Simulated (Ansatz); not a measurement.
# H5NSi: the cost of one run

Computed with Ansatz 0.2.0, Gaussian basis. Level: PBE0-D4/def2-TZVP structures, single points in def2-TZVPP, no counterpoise correction.

Levels: SPW92, PBE-D4, BLYP-D4, r2SCAN-D4, B97M-V, PBE0-D4, B3LYP-D4, r2SCAN0-D4, BHLYP-D4, CAM-B3LYP-D4, wB97X-V, wB97M-V, B2PLYP, PBE-QIDH, RPA on PBE, Hartree-Fock, MP2, CCSD, CCSD(T).

Cores are frozen in the correlated methods. B3LYP uses VWN-RPA correlation. B2PLYP carries no dispersion term here.

113 further runs of the same task are left out: 113 set aside as unsound or not needed. Runs told in other sessions of the task aren't counted.

**1. The starting structure**

The complex: 14 atoms, charge 0, spin multiplicity 1.

Atoms are counted from 1 here; the program's logs count them from 0.

Bond lengths: Si1–H2 1.488 Å, Si1–H3 1.487 Å, Si1–H4 1.506 Å, Si1–N5 1.705 Å, N5–H10 1.007 Å, N5–H11 1.018 Å, H6–O7 0.983 Å, O7–H12 0.959 Å, H8–N9 1.015 Å, N9–H13 1.013 Å, N9–H14 1.013 Å. Angles: H2–Si1–H3 110.2°, H2–Si1–H4 105.4°, H2–Si1–N5 109.4°, H3–Si1–H4 105.8°, H3–Si1–N5 109.5°, H4–Si1–N5 116.4°, Si1–N5–H10 119.8°, Si1–N5–H11 118.4°, H10–N5–H11 112.0°, H6–O7–H12 106.1°, H8–N9–H13 107.3°, H8–N9–H14 107.3°, H13–N9–H14 107.4°.

As a file:

| atom | x (Å) | y (Å) | z (Å) |
| --- | --- | --- | --- |
| Si1 | -0.34899 | -0.41791 | -1.87094 |
| H2 | 1.11545 | -0.67813 | -1.83153 |
| H3 | -0.87621 | -0.65786 | -3.24011 |
| H4 | -0.96635 | -1.48024 | -1.00091 |
| N5 | -0.64806 | 1.19901 | -1.42115 |
| H6 | 0.60001 | 0.71658 | 1.50979 |
| O7 | 0.64654 | 1.65478 | 1.22079 |
| H8 | -0.22132 | -1.43929 | 1.03808 |
| N9 | 0.25653 | -1.08122 | 1.85897 |
| H10 | -1.54239 | 1.61671 | -1.61908 |
| H11 | -0.25245 | 1.54048 | -0.54750 |
| H12 | 1.57658 | 1.88759 | 1.22196 |
| H13 | 1.04215 | -1.69385 | 2.04057 |
| H14 | -0.38139 | -1.16676 | 2.64106 |

Its parts: SiNH5 holds atoms 1, 2, 3, 4, 5, 10, 11; H2O holds atoms 6, 7, 12; NH3 holds atoms 8, 9, 13, 14. Each part counts its atoms afresh in its own runs.

**2. Relaxing SiNH5 alone**

The input, relax-a/in.yaml:

```yaml
crystal:
  periodic: [false, false, false]
  atoms:
    - {symbol: Si, position_ang: [-0.348993, -0.417906, -1.870939]}
    - {symbol: H, position_ang: [1.115446, -0.678131, -1.831533]}
    - {symbol: H, position_ang: [-0.876210, -0.657860, -3.240115]}
    - {symbol: H, position_ang: [-0.966346, -1.480243, -1.000907]}
    - {symbol: N, position_ang: [-0.648055, 1.199015, -1.421152]}
    - {symbol: H, position_ang: [-1.542386, 1.616709, -1.619082]}
    - {symbol: H, position_ang: [-0.252449, 1.540477, -0.547499]}
basis:
  gaussian: {orbitals: def2-TZVP}
hamiltonian: {xc: pbe0, dispersion: d4}
relax: {f_tol: 0.005, max_steps: 200}
```

On the command line:

```sh
$ ansatz run in.yaml --threads 8 --pin off --events-out ev --progress --plain --max-ram 19148MiB
```

**Question.** How long does this run take on 8 threads of Arm Neoverse V2, shared host?

About 2 s.
